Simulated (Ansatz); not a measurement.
This script drives Ansatz 0.2.0, Python API.

The script, `run_torsion.py`:
```python
"""Rigid torsion scan of CH3O2Si."""

from dataclasses import dataclass

import ansatz as az
from ase import Atoms


@dataclass
class Settings:
    basis: str = "def2-SVP"
    xc: str = "pbe"
    force_tol: float = 0.02


settings = Settings()


def main() -> None:
    atoms = Atoms(["O", "C", "O", "Si", "H", "H", "H"], positions=[
        [1.2763, -0.8724, 1.0986],
        [1.3782, -0.2528, 0.0056],
        [0.2947, 0.4352, -0.544],
        [-1.2755, 0.5017, 0.2159],
        [2.3241, -0.2536, -0.5183],
        [-2.1872, 1.3027, -0.6142],
        [-1.8106, -0.8608, 0.3564],
    ])

    # start the scan from a relaxed geometry
    first = (
        az.Crystal.molecule_from_ase(atoms).calculation()
        .basis(gaussian=settings.basis)
        .functional(settings.xc)
        .spin("collinear", total=1)
        .relax(force_tolerance=settings.force_tol, max_steps=80)
    )
    atoms.positions = first.run(threads=1).report["positions_ang"]

    start = atoms.get_dihedral(3, 2, 1, 0)
    energies = {}
    for turn in range(0, 360, 40):
        turned = atoms.copy()
        turned.set_dihedral(3, 2, 1, 0, start + turn, indices=[0, 1, 4])
        setup = (
            az.Crystal.molecule_from_ase(turned).calculation()
            .basis(gaussian=settings.basis)
            .functional(settings.xc)
            .spin("collinear", total=1)
        )
        energies[round((start + turn) % 360)] = setup.run(threads=1).report["free_energy_ev"]
    floor = min(energies.values())
    print("dihedral Si3-O2-C1-O0 (deg)   E - E(min) (kJ/mol)")
    for angle, e in sorted(energies.items()):
        print(f"{angle:8d} {96.485332 * (e - floor):14.3f}  " + "#" * int(30 * (e - floor) / max(max(energies.values()) - floor, 1e-9)))


if __name__ == "__main__":
    main()
```

It is started by `python run_torsion.py`. Estimate its wall time and peak memory on 1 thread of Arm Neoverse V2, on a shared host.

It took about 42 s, with a peak of 0.23 GiB, for 10 runs of the engine.

```console
$ python run_torsion.py
dihedral Si3-O2-C1-O0 (deg)   E - E(min) (kJ/mol)
      38         18.595  ##############
      78         39.089  #############################
     118         37.663  ############################
     158         26.757  ####################
     198         28.138  #####################
     238         38.672  #############################
     278         39.433  ##############################
     318         18.698  ##############
     358          0.000
```

These settings explore the input space; basis and method may be short of convergence. The scan is rigid and the energies are electronic, in a modest basis. With rigid groups the curve can differ much from the relaxed path, the start wasn't checked as a minimum of this torsion, and equivalent turns needn't return to the same energy. The run takes the species as open-shell (spin multiplicity 2), which needn't be its ground state.
